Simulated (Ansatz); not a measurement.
# Tl: the cost of one run

Method: DFT PBEsol, scalar-relativistic, plane waves, PAW, in Ansatz 0.2.0.

### Step 1. Starting point

Symmetry: P6_3/mmc, No. 194, hexagonal system. The conventional cell has a = 3.456 Å, b = 3.456 Å, c = 5.525 Å, α = 90.00°, β = 90.00°, γ = 120.00°. Tl (site symmetry -6m2) has 12 Tl at 3.41 to 3.46 Å in its first shell of neighbours.

As a file:

```
Tl
1.0
     3.45600    0.00000    0.00000
    -1.72800    2.99298    0.00000
     0.00000    0.00000    5.52500
Tl
2
Direct
  0.33333 0.66667 0.25000
  0.66667 0.33333 0.75000
```

The cell is taken as given, not relaxed at this level.

### Step 2. The reference: the undisturbed cell on the scan's mesh

The input, input.yaml:

```yaml
crystal:
  lattice:
    - [3.4559983565, 0.0, 0.0]
    - [-1.7279991783, 2.9929823722, 0.0]
    - [0.0, 0.0, 5.525]
  atoms:
    - { symbol: Tl, position: [0.3333333333, 0.6666666667, 0.25] }
    - { symbol: Tl, position: [0.6666666667, 0.3333333333, 0.75] }
basis:
  ecutwfc: 420
kpoints:
  mp_grid: { grid: [18, 18, 10] }
hamiltonian:
  xc: pbesol
scf:
  occupations: { method: gaussian, width: 0.15 }
output:
  forces: true
  stress: true
  eigenvalues: true
  write_density: true
  write_potential: true
  elf: true
  volumetric_format: npy
```

Command:

```sh
ansatz run input.yaml --threads 1 --pin off --max-ram 2560MiB --backend cpu --events-out ev --progress --plain --runs-dir out
```

Q: Estimate wall time and peak memory on 1 thread of Arm Neoverse V1, shared host.

About 14 s, with a peak of 0.43 GiB.
